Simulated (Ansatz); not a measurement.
**Bi2SeIO4: a short molecular-dynamics run**

A trajectory of Bi2SeIO4, a randomly packed cell with 16 atoms that was not relaxed first: 40 steps of 3 fs under a Langevin thermostat at 600 K.

Program: Ansatz 0.2.0. Level of theory: DFT PBE, plane waves, PAW, scalar-relativistic, no spin polarisation. These are calculated values, not measurements.

### 1 The starting structure

The cell holds 16 atoms (Bi4I2O8Se2): a = 6.756 Å, b = 7.044 Å, c = 6.700 Å, α = 93.12°, β = 104.46°, γ = 90.91°.

As a file:

```
Bi I O Se
1.0
     6.43337    0.29634   -2.04065
    -0.45855    7.02909   -0.05350
     0.37585   -0.28997    6.68350
Bi I O Se
4 2 8 2
Direct
  0.19152 0.59597 0.37144
  0.17458 0.27084 0.86278
  0.76172 0.60663 0.54026
  0.47510 0.91461 0.70586
  0.15118 0.72482 0.91257
  0.22745 0.14537 0.33614
  0.47789 0.83760 0.31047
  0.58690 0.26578 0.55464
  0.91021 0.97734 0.70783
  0.52100 0.07881 0.15740
  0.47523 0.37468 0.21199
  0.96625 0.89365 0.42480
  0.88020 0.24171 0.50895
  0.84307 0.73204 0.08214
  0.60660 0.43791 0.90519
  0.82962 0.10388 0.02858
```

### 2 The run

Input file input.yaml:

```yaml
crystal:
  lattice:
    - [6.433366, 0.296342, -2.040649]
    - [-0.458552, 7.029089, -0.053502]
    - [0.375855, -0.289967, 6.683501]
  atoms:
    - { symbol: Bi, position: [0.191517, 0.595967, 0.371441] }
    - { symbol: Bi, position: [0.174581, 0.270837, 0.862778] }
    - { symbol: Bi, position: [0.761725, 0.606632, 0.540259] }
    - { symbol: Bi, position: [0.4751, 0.914609, 0.705861] }
    - { symbol: I, position: [0.151176, 0.724819, 0.912573] }
    - { symbol: I, position: [0.227448, 0.145366, 0.336135] }
    - { symbol: O, position: [0.477886, 0.837596, 0.310466] }
    - { symbol: O, position: [0.586897, 0.265783, 0.554643] }
    - { symbol: O, position: [0.910212, 0.977344, 0.707831] }
    - { symbol: O, position: [0.521001, 0.07881, 0.157403] }
    - { symbol: O, position: [0.475229, 0.374682, 0.211995] }
    - { symbol: O, position: [0.966255, 0.893646, 0.424802] }
    - { symbol: O, position: [0.880204, 0.24171, 0.508951] }
    - { symbol: O, position: [0.843072, 0.732044, 0.08214] }
    - { symbol: Se, position: [0.606605, 0.437913, 0.905187] }
    - { symbol: Se, position: [0.829616, 0.103877, 0.028579] }
kpoints:
  mp_grid: { grid: [2, 2, 3] }
magnetization:
  spin_polarized: false
scf:
  occupations: { method: fermi_dirac, width: 0.05 }
hamiltonian:
  pseudopotentials: { kind: paw }
  xc: pbe
basis:
  ecutwfc: 420
md:
  timestep: 3.0
  n_steps: 40
  ensemble: nvt_langevin
  temperature: 600.0
  initial_velocities: maxwell_boltzmann
  seed: 80646
```

The run is started by

```bash
ansatz run input.yaml --threads 2 --pin off --max-ram 2560MiB --backend cpu --events-out ev --progress --plain --runs-dir out
```

What does the calculation give? Wanted: temperature, first and last step; temperature, second half; potential energy, second half; mean square displacement, second half.

**Answer**, as computed:

| quantity | value |
| --- | --- |
| length | 40 steps of 3 fs |
| temperature, first and last step | 562 and 1710 K |
| temperature, second half | mean 1811 K, from 1347 to 2535 K |
| potential energy, second half | -596 meV/atom from the start |
| mean square displacement, second half | O 1.2, Se 0.070, Bi 0.052, I 0.038 Å² |

**Reading.** Against a set 600 K the second half averages 1811 K, going from 2535 to 1710 K over that half; the potential energy of that half lies 596 meV/atom under the start, so the atoms have moved to lower-lying arrangements, and the energy set free heats the cell. Bonds change: the first event comes at 33.0 fs (O8–Se15 forms). Over the second half O atoms stand 1.1 Å (root mean square) from where they began, and the farthest move is 2.0 Å. Averages from a run of 120 fs with 16 atoms are rough. The k-mesh is coarse.
